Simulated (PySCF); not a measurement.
# InN (triplet): spin, charge, geometry and surroundings

Aim: change spin, charge, geometry, field or solvent of InN (triplet), one at a time, and compare with the base run.

Computed with PySCF 2.14.0. Level: each script names its method and basis.

5 further runs of the same task are left out: 1 for a known fault of the program, 4 that didn't finish.

### Step 1. Where the work starts

InN (triplet): 2 atoms, charge 0, spin multiplicity 3.

Bond lengths: In1–N2 2.045 Å.

### Step 2. The base run

input.py

```python
from pyscf import gto, scf, mp

mol = gto.M(
    atom='In 0 0 0; N 0 0 2.045',
    basis='def2-svpd',
    ecp={'In': 'def2-svpd'},
    charge=0,
    spin=2,
    symmetry=True,
    verbose=3,
)
mf = scf.UHF(mol)
mf.kernel()
mp.MP2(mf, frozen=5).kernel()
mf.dip_moment()
print('orbital energies (hartree):', [e[max(0, n-3):n+3].round(4) for e, n in zip(mf.mo_energy, mol.nelec)])
```

Run with:

```sh
> OMP_NUM_THREADS=1 python input.py
```

Its log is not repeated here.

Base result: E(SCF) = -243.543956 Eh, E(MP2) − E(SCF) = -0.16831 Eh, ⟨S²⟩ = 2.026, μ = 1.59 D (of the SCF density).

The bond length is a typed value, not an optimised one. The triplet is typed in the script; nothing here shows that it is the ground state.

### Step 3. Bond 1.636 Å

Edit 1 changes bond length: 2.045 Å → 1.636 Å.

input.py

```python
from pyscf import gto, scf, mp

mol = gto.M(
    atom='In 0 0 0; N 0 0 1.636',
    basis='def2-svpd',
    ecp={'In': 'def2-svpd'},
    charge=0,
    spin=2,
    symmetry=True,
    verbose=3,
)
mf = scf.UHF(mol)
mf.kernel()
mp.MP2(mf, frozen=5).kernel()
mf.dip_moment()
print('orbital energies (hartree):', [e[max(0, n-3):n+3].round(4) for e, n in zip(mf.mo_energy, mol.nelec)])
```

Run with:

```sh
> OMP_NUM_THREADS=1 python input.py
```

### Step 4. Singlet

Edit 2 changes spin (2S): 2 → 0.

input.py, as its differences from that of step 2:

```diff
@@ -7,3 +7,3 @@
     charge=0,
-    spin=2,
+    spin=0,
     symmetry=True,
```

### Step 5. Septet

Edit 3 changes spin (2S): 2 → 6.

input.py, as its differences from that of step 2:

```diff
@@ -7,3 +7,3 @@
     charge=0,
-    spin=2,
+    spin=6,
     symmetry=True,
```

### Step 6. Bond 1.902 Å

Edit 4 changes bond length: 2.045 Å → 1.902 Å.

input.py, as its differences from that of step 2:

```diff
@@ -3,3 +3,3 @@
 mol = gto.M(
-    atom='In 0 0 0; N 0 0 2.045',
+    atom='In 0 0 0; N 0 0 1.902',
     basis='def2-svpd',
```

### Step 7. Bond 3.067 Å

Edit 5 changes bond length: 2.045 Å → 3.067 Å.

input.py, as its differences from that of step 2:

```diff
@@ -3,3 +3,3 @@
 mol = gto.M(
-    atom='In 0 0 0; N 0 0 2.045',
+    atom='In 0 0 0; N 0 0 3.067',
     basis='def2-svpd',
```

**Question.** What will these runs give? Wanted: for each run, E(SCF); from base; SCF dipole; after the SCF.

**Answer**, as computed:

```csv
run,E(SCF) (hartree),from base (eV),SCF dipole (D),after the SCF
base,-243.543956,0,1.59,"MP2 correlation -4.580 eV, core frozen"
bond 1.636 Å,-243.334269,+5.7059,4.37,"MP2 correlation -5.856 eV, core frozen"
singlet,-243.420853,+3.3498,4.68,"MP2 correlation -5.951 eV, core frozen"
septet,-243.373351,+4.6424,3.22,"MP2 correlation -2.995 eV, core frozen"
bond 1.902 Å,-243.375420,+4.5861,6.13,"MP2 correlation -6.359 eV, core frozen"
bond 3.067 Å,-243.490374,+1.4580,5.75,"MP2 correlation -4.599 eV, core frozen"
```

In words: The largest comparable shift of the SCF energy, +5.706 eV, comes with the run “bond 1.636 Å”. The singlet solution found lies 3.35 eV above the base triplet at this geometry and level. The septet solution found lies 4.64 eV above the base triplet at this geometry and level.
